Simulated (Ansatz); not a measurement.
**Triethylgallium (TEGa) (C6H15Ga): how energies converge with the basis set**

How large a basis does triethylgallium (TEGa) (C6H15Ga) need? Two functionals are run in growing sets.

The runs use Ansatz 0.2.0, Gaussian basis; one geometry, several basis sets.

Levels to be run: PBE0-D4/def2-SVP; ωB97M-V/def2-SVP; PBE0-D4/def2-QZVPP; ωB97M-V/def2-QZVPP; the functionals' def2-TZVPP values are taken from earlier runs.

### 1 Structure used throughout

The geometry comes from an earlier relaxation with PBE0-D4/def2-TZVP; it is a stationary point, not always the lowest conformer.

SMILES `C[CH2][Ga]([CH2]C)[CH2]C`, 22 atoms, charge 0, spin multiplicity 1.

Atoms are counted from 1 here; the program's logs count them from 0.

Bond lengths: C1–C2 1.524 Å, C1–H8 1.094 Å, C1–H9 1.095 Å, C1–H10 1.094 Å, C2–Ga3 1.985 Å, C2–H11 1.097 Å, C2–H12 1.097 Å, Ga3–C4 1.985 Å, Ga3–C6 1.985 Å, C4–C5 1.524 Å, C4–H13 1.097 Å, C4–H14 1.097 Å, C5–H15 1.095 Å, C5–H16 1.094 Å, C5–H17 1.094 Å, C6–C7 1.524 Å, C6–H18 1.097 Å, C6–H19 1.097 Å and more. Angles: C2–C1–H8 111.7°, C2–C1–H9 112.3°, C2–C1–H10 111.7°, H8–C1–H9 107.1°, H8–C1–H10 106.7°, H9–C1–H10 107.1°, C1–C2–Ga3 115.8°, C1–C2–H11 110.6°, C1–C2–H12 110.6°, Ga3–C2–H11 107.4°, Ga3–C2–H12 107.4°, H11–C2–H12 104.5°, C2–Ga3–C4 120.0°, C2–Ga3–C6 120.0°, C4–Ga3–C6 120.0°, Ga3–C4–C5 115.8°, Ga3–C4–H13 107.4°, Ga3–C4–H14 107.3° and more.

Geometry (Å):

```xyz
22

C     0.0545    2.8725    0.8004
C     0.8160    1.8063    0.0211
Ga   -0.0028   -0.0024    0.0047
C     0.8811   -1.4835   -0.9789
C     2.1781   -1.1237   -1.6947
C    -1.7049   -0.3303    0.9730
C    -2.2539   -1.7499    0.8879
H    -0.0580    2.5999    1.8535
H     0.5560    3.8454    0.7713
H    -0.9544    3.0187    0.4048
H     1.8365    1.7000    0.4098
H     0.9505    2.1144   -1.0232
H     0.1488   -1.8888   -1.6882
H     1.0493   -2.2973   -0.2625
H     2.6156   -1.9809   -2.2169
H     2.0240   -0.3379   -2.4393
H     2.9342   -0.7514   -0.9978
H    -2.4406    0.3910    0.5962
H    -1.5468   -0.0404    2.0193
H    -3.1916   -1.8662    1.4414
H    -2.4522   -2.0451   -0.1462
H    -1.5486   -2.4808    1.2929
```

### 2 PBE0-D4 in def2-SVP

File in.yaml:

```yaml
crystal:
  periodic: [false, false, false]
  atoms:
    - {symbol: C, position_ang: [0.054503, 2.872452, 0.800441]}
    - {symbol: C, position_ang: [0.816038, 1.806270, 0.021076]}
    - {symbol: Ga, position_ang: [-0.002786, -0.002417, 0.004721]}
    - {symbol: C, position_ang: [0.881061, -1.483472, -0.978866]}
    - {symbol: C, position_ang: [2.178083, -1.123702, -1.694653]}
    - {symbol: C, position_ang: [-1.704858, -0.330277, 0.972997]}
    - {symbol: C, position_ang: [-2.253949, -1.749876, 0.887931]}
    - {symbol: H, position_ang: [-0.058048, 2.599894, 1.853465]}
    - {symbol: H, position_ang: [0.555952, 3.845395, 0.771347]}
    - {symbol: H, position_ang: [-0.954431, 3.018657, 0.404844]}
    - {symbol: H, position_ang: [1.836500, 1.700031, 0.409816]}
    - {symbol: H, position_ang: [0.950539, 2.114447, -1.023246]}
    - {symbol: H, position_ang: [0.148799, -1.888777, -1.688208]}
    - {symbol: H, position_ang: [1.049295, -2.297292, -0.262508]}
    - {symbol: H, position_ang: [2.615563, -1.980921, -2.216865]}
    - {symbol: H, position_ang: [2.023995, -0.337878, -2.439341]}
    - {symbol: H, position_ang: [2.934163, -0.751415, -0.997832]}
    - {symbol: H, position_ang: [-2.440605, 0.391042, 0.596166]}
    - {symbol: H, position_ang: [-1.546828, -0.040364, 2.019310]}
    - {symbol: H, position_ang: [-3.191552, -1.866152, 1.441374]}
    - {symbol: H, position_ang: [-2.452186, -2.045067, -0.146179]}
    - {symbol: H, position_ang: [-1.548551, -2.480777, 1.292910]}
basis:
  gaussian: {orbitals: def2-SVP}
hamiltonian: {xc: pbe0, dispersion: d4}
output: {orbitals: {seedname: orbitals}}
```

On the command line:

```bash
$ ansatz run in.yaml --threads 4 --pin off --events-out ev --progress --plain --max-ram 63488MiB --backend cpu
```

After this run come: ωB97M-V in def2-SVP; PBE0-D4 in def2-QZVPP; ωB97M-V in def2-QZVPP.

**Question.** What will the summary of the whole plan be? Wanted: PBE0-D4: double and triple zeta above quadruple; ωB97M-V: double and triple zeta above quadruple.

The runs gave:

| quantity | value |
| --- | --- |
| PBE0-D4: double and triple zeta above quadruple | 15.29, 1.55 eV |
| ωB97M-V: double and triple zeta above quadruple | 15.69, 1.52 eV |

PBE0-D4 gains 13.73 eV from double to triple zeta, then 1.55 eV more. Total energies overstate the basis error of differences, where much of it tends to cancel.
